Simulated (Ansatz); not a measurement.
Crystal: Ti3Ag.

```xyz
4
Lattice="4.0988 0.0000 0.0000 0.0000 4.0988 0.0000 0.0000 0.0000 4.0988" Properties=species:S:1:pos:R:3 pbc="T T T"
Ag    0.0000    0.0000    0.0000
Ti    0.0000    2.0494    2.0494
Ti    2.0494    0.0000    2.0494
Ti    2.0494    2.0494    0.0000
```

The cell comes from a database or a generator and needn't be the stable form of this composition.

A run of Ansatz 0.2.0 on this cell left the log below. Logs are shortened: lines on timing, memory, paths and dates and some standing lists are left out, and cuts for length are marked.

```text
Warning: RAYON_NUM_THREADS=2 ignored (pool sized by the plan → 2); use --threads N
LAPW: plane waves up to 7.442 Å⁻¹, error target 2.0e-3 eV per atom; small_component_spin mean_spin; Ti in spheres of 1.419 Å, 12 of its electrons in bands, Dirac shells []; Ag in spheres of 1.479 Å, 19 of its electrons in bands, Dirac shells [] (how accurate: hamiltonian.pseudopotentials.lapw.basis_error, Limitations)
Engine: ansatz 0.2.0, x86_64-unknown-linux-gnu
Pseudopotentials: kind: all_electron
Pseudopotential: Ag, LAPW, valence charge 19, lapw/all_electron/scalar/gaussian/Ag, Koelling and Harmon's equation, gaussian nucleus
Pseudopotential: Ti, LAPW, valence charge 12, lapw/all_electron/scalar/gaussian/Ti, Koelling and Harmon's equation, gaussian nucleus
Functional definition: PBEsol
  exchange = pbesol_x
  correlation = pbesol_c
Crystal: 4 atoms, lattice volume = 68.861 Å³
Basis set: ecut = 210.9959903426655 eV, 461 PW (Γ), exchange–correlation at level 2
Bands: 33, of which v1, the nominal top of the filled ones, is band 28 counted from 1 (27 counted from 0)
Symmetry: 48 space group operations
Space group: Pm-3m (ITA 221), of the structure as read, at distance tolerance 4.1e-5 Å
k-points: 20 of 343
Non-local potential: Ag, projectors of the file, none
Non-local potential: Ti, projectors of the file, none
Initial density: superposition of atomic densities (chi_scale 0.1, normalization cell, long waves kept (reshape's long-wave potential 0.00 eV rms))
Initial wavefunctions: plane waves of lowest kinetic energy (no species holds an atomic orbital)
Functional: x = pbesol(κ = 0.804, μ = 0.12345679012345678), c = pbesol(β = 0.046)
iter 1 solved again at ethr=8.41e-3 eV; its pass at ethr=1.00e-1 eV (dr2=4.62e0 eV) is discarded
[... 14 lines left out ...]
SCF 1 converged in 11 iterations: F = -214210.452386 eV  dr2 = 2.70e-9
NSCF: frozen V_eff on 41 k-points
SCF converged after 11 iterations
Free energy (F): -214210.452386 eV
Harris-Foulkes:  -214210.452386 eV  (|F-HF|=8.41e-9)
Internal energy: -214210.387056 eV  (E = F + TS)
E sigma→0 (E₀):  -214210.419721 eV
Entropy (-TS):   -0.065330 eV (-16.332 meV/atom)
Fermi energy:    14.907182 eV
--- Per-component energies (eV) ---
  E_band       = -698.975664
  E_kinetic    = 221443.882133
  E_xc         = -7360.533743
  E_electrostatic = -428293.735447  (all electrons and nuclei)
  E_smearing   = -0.065330  (= −TS)
  E_closure    = 0.000000  (closes the sum)
  E_atoms      = -214185.774463  (free atoms, spherical and without spin; not in F)
  Σ components = -214210.452386   (vs F -214210.452386, Δ=0.00e0)
  Basis errors (estimates in eV, not in F): energy 3.0e-4 per atom: plane waves 2.4e-4 (1.2e-4 summed), levels above the bands 9.0e-19, relativity 8.8e-9, radial functions 6.5e-5, core shells 2.5e-7; eigenvalues (radial functions only) 2.1e-6; not estimated: angular momenta, meshes, grids; target (lapw.basis_error) 2.0e-3; muffin-tin radii Ti 1.419 Å, Ag 1.479 Å
--- Forces (eV/Å), atoms counted from 1 ---
  atom   1  Ag    -0.00000000     0.00000000     0.00000000
  atom   2  Ti     0.00000000     0.00000000     0.00000000
  atom   3  Ti    -0.00000000    -0.00000000     0.00000000
  atom   4  Ti    -0.00000000    -0.00000000     0.00000000
  max |Σ_I F_I| component: 2.30e-31 eV/Å
--- Stress (GPa, compression-positive) ---
       -5.231625       0.000000       0.000000
        0.000000      -5.231625       0.000000
        0.000000       0.000000      -5.231625
  P = ⅓ Tr σ = -5.2316 GPa (-52.316 kbar)
--- Band table (eV; the first three rows and the last of 20) ---
  k-point 0: bands = ["-77.5152", "-41.5831", "-41.4548", "-41.4548", "-40.9679", "-40.9679", "-40.9679", "-18.1081", "-18.1081", "-18.1081", "-17.8592", "-17.8592", "-17.8592", "-17.6287", "-17.6287", "-17.6287", "8.2402", "9.4121", "9.4121", "9.7950", "9.7950", "9.7950", "12.1123", "14.3962", "14.3962", "14.3962", "14.8509", "14.8509", "17.1896", "17.1896", "17.1896", "17.3345", "17.3345"]
  k-point 1: bands = ["-77.5152", "-41.5782", "-41.4608", "-41.4548", "-40.9679", "-40.9679", "-40.9668", "-18.0953", "-18.0953", "-18.0893", "-17.8637", "-17.8637", "-17.8612", "-17.6529", "-17.6379", "-17.6379", "8.4548", "9.4645", "9.5001", "9.8158", "9.8334", "9.8334", "12.2197", "14.3811", "14.4210", "14.4210", "14.5320", "14.9554", "16.3912", "16.3912", "16.8495", "17.1353", "17.6912"]
  k-point 2: bands = ["-77.5152", "-41.5649", "-41.4766", "-41.4546", "-40.9678", "-40.9678", "-40.9645", "-18.0619", "-18.0619", "-18.0367", "-17.8776", "-17.8776", "-17.8655", "-17.7173", "-17.6593", "-17.6593", "9.0283", "9.5839", "9.7670", "9.8637", "9.9251", "9.9251", "12.3784", "13.6402", "14.3448", "14.4214", "14.4214", "15.2599", "15.8173", "15.8173", "16.2314", "17.0169", "17.2111"]
  k-point 19: bands = ["-77.5151", "-41.5016", "-41.4947", "-41.4947", "-40.9684", "-40.9684", "-40.9679", "-18.1909", "-18.0996", "-18.0974", "-18.0974", "-17.7173", "-17.7173", "-17.7131", "-17.6108", "-17.6108", "9.5612", "9.5699", "9.5699", "10.2773", "10.2773", "11.3500", "13.5083", "13.8982", "13.8982", "14.8962", "14.9386", "14.9386", "15.3916", "15.6105", "15.6105", "15.7187", "17.1857"]
```

Problem. What input gives this log?

Solution. Band structure with PBEsol, no spin polarisation. The files as run (others can give the same):

input.yaml
```yaml
crystal:
  lattice:
    - [4.098807, 0.0, 0.0]
    - [0.0, 4.098807, 0.0]
    - [0.0, 0.0, 4.098807]
  atoms:
    - { symbol: Ag, position: [0.0, 0.0, 0.0] }
    - { symbol: Ti, position: [0.0, 0.5, 0.5] }
    - { symbol: Ti, position: [0.5, 0.0, 0.5] }
    - { symbol: Ti, position: [0.5, 0.5, 0.0] }
kpoints:
  mp_grid: { grid: [7, 7, 7] }
  band_path:
    path:
      - [0.0, 0.0, 0.0]
      - [0.0, 0.5, 0.0]
      - [0.5, 0.5, 0.0]
      - [0.0, 0.0, 0.0]
      - [0.5, 0.5, 0.5]
      - [0.0, 0.5, 0.0]
    npoints: 8
scf:
  occupations: { method: fermi_dirac, width: 0.05 }
hamiltonian:
  xc: pbesol
  pseudopotentials: { kind: all_electron, lapw: { basis_error: 0.002 } }
output:
  forces: true
  stress: true
  eigenvalues: true
```

Potentials or basis: all-electron LAPW, scalar-relativistic.
The run is started by
```sh
$ ansatz run input.yaml --threads 2 --pin off --max-ram 8192MiB --backend cpu --events-out ev --progress --plain --runs-dir out
```
